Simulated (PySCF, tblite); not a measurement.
# C6H7FNO radical: geometry, infrared bands and EPR parameters

Aim: predict the infrared bands and EPR parameters of C6H7FNO radical (`FC1=C(C2CC2)[CH]NO1`).

The runs use tblite 0.8.0 and PySCF 2.14.0, with density-fitted response routines of our own; the level of theory stands in each step. All values are computed, except where a source is named. Atoms are numbered from 0 throughout.

### Step 1. Starting geometry

16 atoms, charge 0, multiplicity 2; geometry from: force field or distance geometry start.

Bonds of the start (Å): F0–C1 1.35, C1–C2 1.32, C2–C3 1.49, C3–C4 1.50, C4–C5 1.52, C2–C6 1.49, C6–N7 1.48, N7–O8 1.35, O8–C1 1.40, C5–C3 1.52, C3–H9 1.12, C4–H10 1.13, C4–H11 1.09, C5–H12 1.09, C5–H13 1.11, C6–H14 1.12, N7–H15 1.04.

### Step 2. Optimising the geometry with GFN2-xTB

Job settings and geometry (Å):

```
{"job": {"kind": "relax", "xc": "GFN2-xTB", "basis": "xTB"}, "charge": 0, "multiplicity": 2}
F      0.400100     1.948200     1.252300
C      1.045500     0.958600     0.590200
C      0.570000     0.010800    -0.190900
C     -0.826700    -0.244700    -0.628700
C     -1.861600    -0.818500     0.294800
C     -1.952500     0.644300    -0.119900
C      1.718600    -0.822000    -0.651200
N      2.923400    -0.156100    -0.116300
O      2.433700     0.795900     0.704600
H     -0.966500    -0.587000    -1.686400
H     -2.702100    -1.411900    -0.182200
H     -1.677200    -1.059400     1.338100
H     -2.633800     0.959100    -0.909600
H     -1.750400     1.308000     0.747300
H      1.754200    -0.642200    -1.754000
H      3.517800    -0.874000     0.341700
```

The run is started by

```
> OMP_NUM_THREADS=1 python probes_run.py task.json out
```

One launch serves the whole session: the jobs run in the order shown.

**Question.** This job is followed by: GFN2-xTB harmonic vibrations, gas phase; UKS B3LYP, pcH-1 on C F H N O, non-relativistic, mean-field spin-orbit, GIAO. What will the session give for the following? strongest single infrared mode (GFN2-xTB); zero-point energy (GFN2-xTB); g(iso) (B3LYP); ⟨S²⟩; largest a(iso) (averaged by class); potential on the surface of density 0.002 e/bohr³, 1st and 99th percentile.

The runs gave:

```
                                                                  quantity                 value
                                 strongest single infrared mode (GFN2-xTB)  738 cm⁻¹, 143 km/mol
                                              zero-point energy (GFN2-xTB)         74.7 kcal/mol
                                                            g(iso) (B3LYP)               2.00369
                                                                      ⟨S²⟩    0.770 (exact 0.75)
                                        largest a(iso) (averaged by class)   1H on H15, 87.1 MHz
potential on the surface of density 0.002 e/bohr³, 1st and 99th percentile    -1.16 V and 1.90 V
```

**Reading.** Over 87 steps the energy fell by 1.430 eV; of the close pairs, C2–C6 changed most, 1.492 to 1.390 Å. No mode is imaginary among the 42: a minimum at this level. The strongest single mode, at 738 cm⁻¹, is carried by H15, N7, C6, O8. Unscaled tight-binding wavenumbers are off by several per cent, some by more. Its intensities can rank the bands wrongly. The largest spin populations lie on C6 (0.54 e), C1 (0.42 e). The isotropic g lies 1.4 ppt above the free-electron value.
